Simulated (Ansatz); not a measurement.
# Ga2C: the cost of one run

Computed with Ansatz 0.2.0 (DFT PBE, scalar-relativistic, plane waves, PAW, unless a step's input says otherwise).

5 further runs of the same task are left out: 5 set aside as unsound or not needed.

### Step 1. The structure to begin with

Symmetry: P6/mmm, No. 191, hexagonal system. The conventional cell has a = 3.499 Å, b = 3.499 Å, c = 3.778 Å, α = 90.00°, β = 90.00°, γ = 120.00°. Around Ga (site symmetry -6m2) lie 3 Ga at 2.02 Å and 6 C at 2.77 Å. C (site symmetry 6/mmm) is surrounded by 12 Ga at 2.77 Å.

Coordinates:

```cif
data_structure
_symmetry_space_group_name_H-M 'P6/mmm'
_symmetry_Int_Tables_number 191
_cell_length_a 3.4990
_cell_length_b 3.4990
_cell_length_c 3.7779
_cell_angle_alpha 90.000
_cell_angle_beta 90.000
_cell_angle_gamma 120.000
_cell_volume 40.06
loop_
_atom_site_label
_atom_site_type_symbol
_atom_site_symmetry_multiplicity
_atom_site_Wyckoff_symbol
_atom_site_fract_x
_atom_site_fract_y
_atom_site_fract_z
_atom_site_occupancy
Ga1 Ga 2 d 0.33333 0.66667 0.50000 1
C1 C 1 a 0.00000 0.00000 0.00000 1
```

This is candidate A: AlB2 type (P6/mmm, No. 191).

(A quick probe on a coarse mesh, which set the mesh and smearing, is not shown.)

### Step 3. Coarse relaxation (candidate A)

Contents of input.yaml:

```yaml
crystal:
  lattice:
    - [3.4989593724, 0.0, 0.0]
    - [-1.7494796862, 3.0301877033, 0.0]
    - [0.0, 0.0, 3.7779461662]
  atoms:
    - { symbol: Ga, position: [0.3333333333, 0.6666666667, 0.5] }
    - { symbol: Ga, position: [0.6666666667, 0.3333333333, 0.5] }
    - { symbol: C, position: [0.0, 0.0, 0.0] }
basis:
  ecutwfc: 420
kpoints:
  mp_grid: { grid: [6, 6, 4] }
hamiltonian:
  xc: pbe
scf:
  occupations: { method: gaussian, width: 0.1 }
  lower_state_search: "off"
output:
  forces: true
  stress: true
  eigenvalues: true
relax:
  adjacent_minimum: "off"
  f_tol: 0.04
  max_steps: 70
  cell: { stress_tol: 0.4 }
```

On the command line:

```console
$ ansatz run input.yaml --threads 1 --pin off --max-ram 2560MiB --backend cpu --events-out ev --progress --plain --runs-dir out
```

What time and memory should one allow on 1 thread of Arm Neoverse V1, shared host?

About 19 s, with a peak of 0.31 GiB.
